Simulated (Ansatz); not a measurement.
# F3HSeSn: how energies converge with the basis set

One table from this session's results is given with a row withheld; the runs are named, their logs left out.

Method: one geometry, several basis sets; program: Ansatz 0.2.0, Gaussian basis.

The runs, in order: PBE0-D4/def2-SVP; ωB97M-V/def2-SVP; PBE0-D4/def2-QZVPP; ωB97M-V/def2-QZVPP; the functionals' def2-TZVPP values are taken from earlier runs.

### The relaxed structure

All runs share one geometry, relaxed beforehand with PBE0-D4 in a triple-zeta def2 set. Sn takes the def2 core potential; no spin-orbit term is included.

SMILES `[F][Sn]([F])([F])[SeH]`, 6 atoms, charge 0, spin multiplicity 1.

Atoms are counted from 1 here; the program's logs count them from 0.

Bond lengths: F1–Sn2 1.893 Å, Sn2–F3 1.891 Å, Sn2–F4 1.893 Å, Sn2–Se5 2.472 Å, Se5–H6 1.472 Å. Angles: F1–Sn2–F3 106.1°, F1–Sn2–F4 103.2°, F1–Sn2–Se5 114.9°, F3–Sn2–F4 106.0°, F3–Sn2–Se5 110.8°, F4–Sn2–Se5 115.0°, Sn2–Se5–H6 89.2°.

Set-up of the first run:

Contents of in.yaml:

```yaml
crystal:
  periodic: [false, false, false]
  atoms:
    - {symbol: F, position_ang: [-0.672322, -0.947253, 1.659920]}
    - {symbol: Sn, position_ang: [0.275898, -0.418869, 0.109409]}
    - {symbol: F, position_ang: [2.079638, -0.903629, 0.407363]}
    - {symbol: F, position_ang: [-0.369673, -1.603290, -1.218246]}
    - {symbol: Se, position_ang: [0.094516, 1.981497, -0.453832]}
    - {symbol: H, position_ang: [-1.366057, 1.827443, -0.550715]}
basis:
  gaussian: {orbitals: def2-SVP}
hamiltonian: {xc: pbe0, dispersion: d4}
output: {orbitals: {seedname: orbitals}}
```

Command:

```sh
$ ansatz run in.yaml --threads 4 --pin off --events-out ev --progress --plain --max-ram 10444MiB
```

Among the steps run: PBE0-D4 in def2-SVP; ωB97M-V in def2-SVP; PBE0-D4 in def2-QZVPP; ωB97M-V in def2-QZVPP.

One of the session's tables, all rows but one given; the rest of the session is left out.

| functional | basis | HOMO (eV) | LUMO (eV) |
| --- | --- | --- | --- |
| PBE0-D4 | def2-SVP | -8.43 | -2.83 |
| PBE0-D4 | def2-TZVPP | ? | ? |
| PBE0-D4 | def2-QZVPP | -8.55 | -3.01 |
| ωB97M-V | def2-SVP | -10.60 | -0.73 |
| ωB97M-V | def2-TZVPP | -10.73 | -0.96 |
| ωB97M-V | def2-QZVPP | -10.74 | -1.04 |

**Question.** Estimate the row for PBE0-D4, def2-TZVPP.

**Answer.** HOMO (eV): -8.54; LUMO (eV): -2.99. In the column «HOMO (eV)» it lies between PBE0-D4, def2-QZVPP (-8.55) and PBE0-D4, def2-SVP (-8.43).
